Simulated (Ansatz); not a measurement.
# TaCuO3: the cost of one run

Method: DFT PBE, plane waves, PAW, scalar-relativistic, no spin polarisation, in Ansatz 0.2.0.

## Step 1: The starting structure

The cell holds 20 atoms (Cu4O12Ta4): a = 6.439 Å, b = 6.439 Å, c = 6.823 Å, α = 90.17°, β = 90.17°, γ = 83.94°.

Coordinates:

```
CELL_PARAMETERS angstrom
4.78755 -4.30600 0.00000
4.78755 4.30600 0.00000
-0.02771 0.00000 6.82319
ATOMIC_POSITIONS crystal
Ta 0.74715 0.74715 0.26620
Ta 0.20033 0.79968 0.50000
Ta 0.79968 0.20033 0.50000
Ta 0.25285 0.25285 0.73380
Cu 0.77746 0.77746 0.79205
Cu 0.15711 0.84289 0.00000
Cu 0.84289 0.15711 0.00000
Cu 0.22254 0.22254 0.20795
O 0.87077 0.87077 0.55505
O 0.67764 0.67764 0.01664
O 0.46919 0.78957 0.38861
O 0.78957 0.46919 0.38861
O 0.26197 0.93299 0.75951
O 0.93299 0.26197 0.75951
O 0.73803 0.06701 0.24049
O 0.06701 0.73803 0.24049
O 0.53081 0.21043 0.61139
O 0.21043 0.53081 0.61139
O 0.32236 0.32236 0.98336
O 0.12923 0.12923 0.44495
```

## Step 2: Run 1

160 steps of 1 fs under a Langevin thermostat at 900 K.

Contents of input.yaml:

```yaml
accuracy: low
crystal:
  lattice:
    - [4.787548, -4.306005, 0.0]
    - [4.787548, 4.306005, 0.0]
    - [-0.027712, 0.0, 6.823192]
  atoms:
    - { symbol: Ta, position: [0.747146, 0.747146, 0.2662035] }
    - { symbol: Ta, position: [0.200325, 0.799675, 0.5] }
    - { symbol: Ta, position: [0.799675, 0.200325, 0.5] }
    - { symbol: Ta, position: [0.252854, 0.252854, 0.7337965] }
    - { symbol: Cu, position: [0.777465, 0.777465, 0.7920535] }
    - { symbol: Cu, position: [0.157114, 0.842886, 0.0] }
    - { symbol: Cu, position: [0.842886, 0.157114, 0.0] }
    - { symbol: Cu, position: [0.222535, 0.222535, 0.2079465] }
    - { symbol: O, position: [0.870767, 0.870767, 0.5550475] }
    - { symbol: O, position: [0.677642, 0.677642, 0.0166425] }
    - { symbol: O, position: [0.469194, 0.789574, 0.3886135] }
    - { symbol: O, position: [0.789574, 0.469194, 0.3886135] }
    - { symbol: O, position: [0.261968, 0.932989, 0.7595105] }
    - { symbol: O, position: [0.932989, 0.261968, 0.7595105] }
    - { symbol: O, position: [0.738032, 0.067011, 0.2404895] }
    - { symbol: O, position: [0.067011, 0.738032, 0.2404895] }
    - { symbol: O, position: [0.530806, 0.210426, 0.6113865] }
    - { symbol: O, position: [0.210426, 0.530806, 0.6113865] }
    - { symbol: O, position: [0.322358, 0.322358, 0.9833575] }
    - { symbol: O, position: [0.129233, 0.129233, 0.4449525] }
basis:
  ecutwfc: 420.0
kpoints:
  mp_grid: { grid: [2, 2, 1] }
hamiltonian:
  xc: pbe
scf:
  occupations: { method: fermi_dirac, width: 0.05 }
  lower_state_search: "off"
md:
  timestep: 1
  n_steps: 160
  ensemble: nvt_langevin
  temperature: 900.0
  initial_velocities: maxwell_boltzmann
  seed: 489581
  friction: 0.02
```

On the command line:

```console
$ ansatz run input.yaml --threads 1 --pin off --max-ram 3072MiB --backend cpu --events-out ev --progress --plain --runs-dir out
```

What time and memory should one allow on 1 thread of AMD EPYC 7R13 (Zen 3), shared host?

About 15 min, with a peak of 0.76 GiB.
